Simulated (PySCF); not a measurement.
**One shape, several levels: SiHF3 (SMILES [H][Si](F)(F)F)**

We compute a comparison of 6 runs (PBE/STO-3G, PBE0/STO-3G, SVWN5/STO-3G, CCSDT(Q)/STO-3G, CISD/STO-3G, UCCSD(T)/STO-3G) of SiHF3. The job is set up through a Python script.

Program for the calculation: PySCF 2.14.0.

5 further runs of the same task are left out: 1 that didn't finish, 4 set aside as unsound or not needed.

## (1) The molecule

SiHF3 has 5 atoms, charge 0, and is taken as a singlet. SMILES: `[H][Si](F)(F)F`. The Si1–H2 distance was set to 2.569 Å, away from the relaxed value. At this shape a bond of the SMILES string is far longer than usual.

Bond lengths: Si1–F3 1.580 Å, Si1–F4 1.580 Å, Si1–F5 1.580 Å. Angles: F3–Si1–F4 105.4°, F3–Si1–F5 105.4°, F4–Si1–F5 105.3°.

## (2) The energy at PBE/STO-3G (run 1)

Contents of job.py:

```python
from pyscf import gto, dft

molecule = gto.Mole()
molecule.atom = '''
Si  -0.009804   0.013394  -1.052039
H    0.013020  -0.018610   1.516860
F    1.437496   0.025094  -1.686169
F   -0.744204   1.274264  -1.658229
F   -0.737084  -1.237236  -1.687379
'''
molecule.basis = 'sto-3g'
molecule.verbose = 3
molecule.max_memory = 1860
molecule.build()

mf = dft.RKS(molecule)
mf.xc = 'pbe'
mf.grids.level = 5
mf.conv_tol = 1e-10
mf.kernel()
if not mf.converged:
    mf = mf.newton().run(mf.mo_coeff, mf.mo_occ)

e_final = mf.e_tot
print(f'total energy: {e_final:.8f} hartree')
```

Command:

```sh
$ OMP_NUM_THREADS=1 python job.py
```

What it wrote:

```text
converged SCF energy = -581.358951920216
total energy: -581.35895192 hartree
```

Run time: 5.4 s. Hardware: 1 thread of Arm Neoverse V2, shared host; peak memory 0.22 GiB.

## (3) The energy at PBE0/STO-3G (run 2)

Contents of mol.xyz:

```xyz
5

Si    -0.009804     0.013394    -1.052039
H      0.013020    -0.018610     1.516860
F      1.437496     0.025094    -1.686169
F     -0.744204     1.274264    -1.658229
F     -0.737084    -1.237236    -1.687379
```

Contents of job.py:

```python
from pyscf import gto, dft

mol = gto.M(
    atom='mol.xyz',
    max_memory=1860,
    verbose=3,
    spin=0,
    basis='sto-3g',
    charge=0,
)

calc0 = dft.RKS(mol)
calc0.xc = 'pbe0'
calc0.conv_tol = 1e-10
calc0.grids.level = 5
calc0.kernel()
if not calc0.converged:
    calc0 = calc0.newton().run(calc0.mo_coeff, calc0.mo_occ)

etot = calc0.e_tot
print(f'total energy: {etot:.8f} hartree')
```

Command:

```sh
$ OMP_NUM_THREADS=1 python job.py
```

What it wrote:

```text
converged SCF energy = -581.432106999944
total energy: -581.43210700 hartree
```

Wall time 3.9 s (1 thread of Arm Neoverse V2, shared host); peak memory 0.23 GiB.

Runs 3 to 4 aren't shown in full; the table further down has their settings and results.

## (4) The energy at CISD/STO-3G (run 5)

Contents of calc.py:

```python
from pyscf import gto, ci

mol = gto.Mole()
mol.atom = [
    ('Si', (-0.009804, 0.013394, -1.052039)),
    ('H', (0.013020, -0.018610, 1.516860)),
    ('F', (1.437496, 0.025094, -1.686169)),
    ('F', (-0.744204, 1.274264, -1.658229)),
    ('F', (-0.737084, -1.237236, -1.687379)),
]
mol.basis = 'sto-3g'
mol.max_memory = 1860
mol.verbose = 4
mol.build()

calc0 = mol.RHF()
calc0.conv_tol = 1e-10
calc0.kernel()
if not calc0.converged:
    calc0 = calc0.newton().run(calc0.mo_coeff, calc0.mo_occ)

cisd = ci.CISD(calc0, frozen=8)
cisd.kernel()
energy = cisd.e_tot
print('E(%s) = %.9f' % ('CISD', energy))
```

Command:

```sh
$ OMP_NUM_THREADS=1 python calc.py
```

What it wrote:

```text
PySCF version 2.14.0

[... 59 lines left out ...]
converged SCF energy = -580.128687897955
[... 1 line left out ...]
******** <class 'pyscf.ci.cisd.RCISD'> ********
CISD nocc = 13, nmo = 17
frozen orbitals 8
max_cycle = 50
direct = 0
conv_tol = 1e-09
max_cycle = 50
max_space = 12
lindep = 0
nroots = 1
Init t2, MP2 energy = -0.124497549095029
RCISD converged
E(RCISD) = -580.2896797693929  E_corr = -0.1609918714379597
E(CISD) = -580.289679769
```

It took 0.75 s on 1 thread of Arm Neoverse V2, shared host; peak memory 0.11 GiB.

## (5) A single-point energy at UCCSD(T)/STO-3G (run 6)

Contents of input.xyz:

```xyz
5

Si    -0.009804     0.013394    -1.052039
H      0.013020    -0.018610     1.516860
F      1.437496     0.025094    -1.686169
F     -0.744204     1.274264    -1.658229
F     -0.737084    -1.237236    -1.687379
```

Contents of job.py:

```python
from pyscf import gto, cc

mol = gto.M(
    atom='input.xyz',
    basis='sto-3g',
    max_memory=1860,
    verbose=4,
)

mf = mol.UHF()
mf.conv_tol = 1e-10
mf.kernel()
if not mf.converged:
    mf = mf.newton().run(mf.mo_coeff, mf.mo_occ)
for _ in range(3):
    mo, _, stable, _ = mf.stability(return_status=True)
    if stable:
        break
    mf.kernel(mf.make_rdm1(mo, mf.mo_occ))

mycc = cc.CCSD(mf, frozen=8)
mycc.kernel()
e_t = mycc.ccsd_t()
etot = mycc.e_tot + e_t
print('Final energy', etot)
```

Command:

```sh
$ OMP_NUM_THREADS=1 python job.py
```

What it wrote:

```text
PySCF version 2.14.0

[... 97 lines left out ...]
converged SCF energy = -580.128687897954  <S^2> = 2.2026825e-13  2S+1 = 1
[... 60 lines left out ...]
converged SCF energy = -580.204826472929  <S^2> = 0.87220039  2S+1 = 2.1186792
[... 14 lines left out ...]
Init t2, MP2 energy = -0.0712977902910715
[... 23 lines left out ...]
UCCSD converged
[... 2 lines left out ...]
Final energy -580.310370009135
```

Wall time 1.1 s (1 thread of Arm Neoverse V2, shared host); peak memory 0.12 GiB.

## (6) Overview of the runs

```
run            level  integration grid  frozen core orbitals  energy (Eh)  dipole moment (D) of the reference  HOMO energy (eV)  LUMO energy (eV)  wall time
  1       PBE/STO-3G                 5                     –  -581.358952                                1.04             -2.54              0.17      5.4 s
  2      PBE0/STO-3G                 5                     –  -581.432107                                0.50             -3.85              0.60      3.9 s
  3     SVWN5/STO-3G                 5                     –  -578.662067                                0.78             -2.45              0.29      2.7 s
  4  CCSDT(Q)/STO-3G                 –                     8  -580.315985                                0.48             -6.62              3.35      6.6 s
  5      CISD/STO-3G                 –                     8  -580.289680                                0.48             -6.62              3.35     0.75 s
  6  UCCSD(T)/STO-3G                 –                     8  -580.310370                                1.71             -7.31              5.19      1.1 s
```

## (7) Results

```
                                          quantity          value
                               run 6: total energy  -580.31037 Eh
       run 6: dipole moment (Hartree–Fock density)         1.71 D
        run 6: HOMO energy (Hartree–Fock orbitals)       -7.31 eV
        run 6: LUMO energy (Hartree–Fock orbitals)        5.19 eV
      run 6: HOMO–LUMO gap (Hartree–Fock orbitals)       12.50 eV
run 6: correlation energy (8 core orbitals frozen)     -105.5 mEh
                             run 6: (T) correction      -9.79 mEh
          run 6: ⟨S²⟩ of the reference determinant          0.872
                              run 6: T1 diagnostic          0.035
```

**Reading.** Over runs 1, 2, 3 the dipole moment (its size) runs from 0.50 D (PBE0/STO-3G) to 1.04 D (PBE/STO-3G). Over runs 1, 2, 3 the HOMO–LUMO gap runs from 2.71 eV (PBE/STO-3G) to 4.45 eV (PBE0/STO-3G). Totals of different functionals can't be ranked against each other. In runs 1, 2, 3, 4, 5, 6 the basis is minimal, so the values are rough. In runs 1, 2, 3, 5 a closed-shell determinant meets a far-stretched bond, which it describes badly. Spin contamination of the reference: run 6 ⟨S²⟩ = 0.87. Where it is this large, the reference is a mixture of spin states, and values that rest on it are in doubt. All runs together took 20 s, the longest 6.6 s.
